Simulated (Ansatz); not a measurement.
# Al5GaP6: the cost of one run

Computed with Ansatz 0.2.0 (DFT PBE, scalar-relativistic, plane waves, PAW, unless a step's input says otherwise).

## (1) The starting structure

Symmetry: P31m, No. 157, trigonal system. The conventional cell has a = 6.732 Å, b = 6.732 Å, c = 6.386 Å, α = 90.00°, β = 90.00°, γ = 120.00°. Around Al (site symmetry m) lie 4 P at 2.38 to 2.39 Å. Around Al (site symmetry 3) lie 4 P at 2.38 to 2.39 Å. Around Ga (site symmetry 3m) lie 4 P at 2.39 to 2.40 Å. P (site symmetry m) is surrounded by 3 Al at 2.38 to 2.39 Å and 1 Ga at 2.39 Å. P (site symmetry 3) is surrounded by 4 Al at 2.38 to 2.39 Å. P (site symmetry 3m) is surrounded by 3 Al at 2.38 Å and 1 Ga at 2.40 Å.

As a file:

```
Al Ga P
1.0
     6.73217    0.00000    0.00000
    -3.36608    5.83023    0.00000
     0.00000    0.00000    6.38588
Al Ga P
5 1 6
Direct
  0.33353 0.33353 0.99987
  0.00000 0.66647 0.99987
  0.66647 0.00000 0.99987
  0.66667 0.33333 0.50007
  0.33333 0.66667 0.50007
  0.00000 0.00000 0.50125
  0.33370 0.33370 0.37450
  0.00000 0.66630 0.37450
  0.66630 0.00000 0.37450
  0.66667 0.33333 0.87456
  0.33333 0.66667 0.87456
  0.00000 0.00000 0.87636
```

The start is the relaxed end of an invented cell (made as: elements ordered on the sites of the AlP type, Al/Ga on Al (P31m, No. 157)), taken up again for a closer look.

## (2) Probe: one point on a coarse mesh

input.yaml reads:

```yaml
crystal:
  lattice:
    - [6.7321684, 0.0, 0.0]
    - [-3.3660842, 5.8302289, 0.0]
    - [0.0, 0.0, 6.3858832]
  atoms:
    - { symbol: Al, position: [0.333527, 0.333527, 0.999875] }
    - { symbol: Al, position: [0.0, 0.666473, 0.999875] }
    - { symbol: Al, position: [0.666473, 0.0, 0.999875] }
    - { symbol: Al, position: [0.6666667, 0.3333333, 0.500069] }
    - { symbol: Al, position: [0.3333333, 0.6666667, 0.500069] }
    - { symbol: Ga, position: [0.0, 0.0, 0.501249] }
    - { symbol: P, position: [0.333698, 0.333698, 0.374503] }
    - { symbol: P, position: [0.0, 0.666302, 0.374503] }
    - { symbol: P, position: [0.666302, 0.0, 0.374503] }
    - { symbol: P, position: [0.6666667, 0.3333333, 0.874556] }
    - { symbol: P, position: [0.3333333, 0.6666667, 0.874556] }
    - { symbol: P, position: [0.0, 0.0, 0.876364] }
basis:
  ecutwfc: 420
kpoints:
  mp_grid: { grid: [3, 3, 4] }
hamiltonian:
  xc: pbe
scf:
  occupations: { method: gaussian, width: 0.1 }
  lower_state_search: "off"
output:
  forces: true
  stress: true
  eigenvalues: true
```

Launch:

```sh
> ansatz run input.yaml --threads 4 --pin off --max-ram 8192MiB --backend cpu --events-out ev --progress --plain --runs-dir out
```

Q: Estimate wall time and peak memory on 4 threads of Intel Xeon 6975P-C (Granite Rapids), shared host.

About 1.5 s, with a peak of 0.61 GiB.
